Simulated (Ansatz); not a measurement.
A nudged elastic band was laid between two geometries of a periodic cell of 25 atoms, W12C13 (surface WC(001), adsorbate C).

The calculation used Ansatz, DFT PBE, scalar-relativistic, plane waves, PAW. Settings: PAW set soft_1, cutoff 420 eV, k mesh 3x3x1, gaussian smearing 0.15 eV, no spin polarisation.

| Quantity | Value |
| --- | --- |
| movable images | 3 |
| climbing image | yes |
| spring | 50.0 eV/Å² |
| optimiser | fire |
| start path | default |
| force threshold | 0.05 eV/Å |
| iteration limit | 50 |
| end points | relaxed |
| atoms held | 1, 2, 7, 8, 13, 14, 19, 20 |

First end point:

```xyz
25
Lattice="5.6930 0.0000 0.0000 -2.8465 4.9302 0.0000 0.0000 0.0000 18.9886" Properties=species:S:1:pos:R:3
W 0.000 0.000 1.000
C 1.423 0.822 2.398
W 0.000 0.000 3.882
C 1.403 0.810 5.271
W 0.000 0.000 6.988
C 1.573 0.908 8.143
W -1.423 2.465 1.000
C 0.000 3.287 2.398
W -1.425 2.464 3.850
C 0.000 3.287 5.218
W -1.411 2.472 6.698
C 0.000 3.287 7.861
W 2.846 0.000 1.000
C 4.270 0.822 2.398
W 2.846 0.002 3.850
C 4.290 0.810 5.271
W 2.846 -0.014 6.698
C 4.120 0.908 8.143
W 1.423 2.465 1.000
C 2.846 3.287 2.398
W 1.425 2.464 3.850
C 2.846 3.310 5.271
W 1.411 2.472 6.698
C 2.846 3.114 8.143
C 2.846 1.643 8.459
```

Last end point:

Only the atoms that move by more than 0.05 Å are listed.
```
W5 0.001 -0.001 6.874
C6 1.423 1.051 8.103
W11 -1.423 2.467 6.874
C12 0.199 3.172 8.103
C16 4.270 0.822 5.337
W17 2.845 -0.001 6.874
C18 4.270 0.822 8.014
W23 1.423 2.465 6.536
C24 2.648 3.172 8.103
C25 1.423 2.465 8.590
```

(1) Which bonds break or form, and what moves?

(2) What energy profile does the band end with?

(3) What is the geometry of the highest image?

Answers

(1) Contacts lost: W11–C25, W17–C25, C18–C25. Contacts made: C12–C25. The atom that moves furthest is C25, by 1.65 Å; four of its nearest neighbours are C24 1.50, C18 1.50, C6 1.50, W17 2.42 Å at the first end and C6 1.50, C24 1.50, C12 1.50, W23 2.05 Å at the last.

(2) The run converged. The highest image is number 1 of 0 to 4, 0.31 eV above the first end and 1.55 eV above the last; the last end lies 1.24 eV below the first. The order of the stationary point at the top wasn't checked. Limits of this set-up: coarse k mesh, thin slab, slab without dipole correction.

```json
{"image": "0", "path coordinate (Å)": "0.00", "energy (eV)": "0.00", "W11–C25 (Å)": "2.42", "W17–C25 (Å)": "2.42", "C18–C25 (Å)": "1.50"}
{"image": "1", "path coordinate (Å)": "0.44", "energy (eV)": "0.31", "W11–C25 (Å)": "2.57", "W17–C25 (Å)": "2.57", "C18–C25 (Å)": "2.00"}
{"image": "2", "path coordinate (Å)": "0.92", "energy (eV)": "0.00", "W11–C25 (Å)": "2.84", "W17–C25 (Å)": "2.84", "C18–C25 (Å)": "2.58"}
{"image": "3", "path coordinate (Å)": "1.40", "energy (eV)": "-0.30", "W11–C25 (Å)": "3.12", "W17–C25 (Å)": "3.12", "C18–C25 (Å)": "3.00"}
{"image": "4", "path coordinate (Å)": "1.88", "energy (eV)": "-1.24", "W11–C25 (Å)": "3.32", "W17–C25 (Å)": "3.32", "C18–C25 (Å)": "3.34"}
```

(3) 
```xyz
25
Lattice="5.6930 0.0000 0.0000 -2.8465 4.9302 0.0000 0.0000 0.0000 18.9886" Properties=species:S:1:pos:R:3
W 0.000 0.000 1.000
C 1.423 0.822 2.398
W 0.004 -0.002 3.877
C 1.412 0.809 5.265
W 0.017 -0.010 6.915
C 1.493 0.945 8.149
W -1.423 2.465 1.000
C 0.000 3.287 2.398
W -1.423 2.462 3.855
C -0.002 3.288 5.228
W -1.410 2.459 6.737
C -0.011 3.293 7.881
W 2.846 0.000 1.000
C 4.270 0.822 2.398
W 2.849 0.001 3.855
C 4.297 0.806 5.281
W 2.858 -0.008 6.737
C 4.197 0.864 8.019
W 1.423 2.465 1.000
C 2.846 3.287 2.398
W 1.425 2.464 3.851
C 2.852 3.303 5.265
W 1.402 2.478 6.681
C 2.775 3.165 8.149
C 2.516 1.834 8.503
```

Time of the run: 23 min on 4 threads of Arm Neoverse V2 (shared host), peak memory 2.5 GiB.
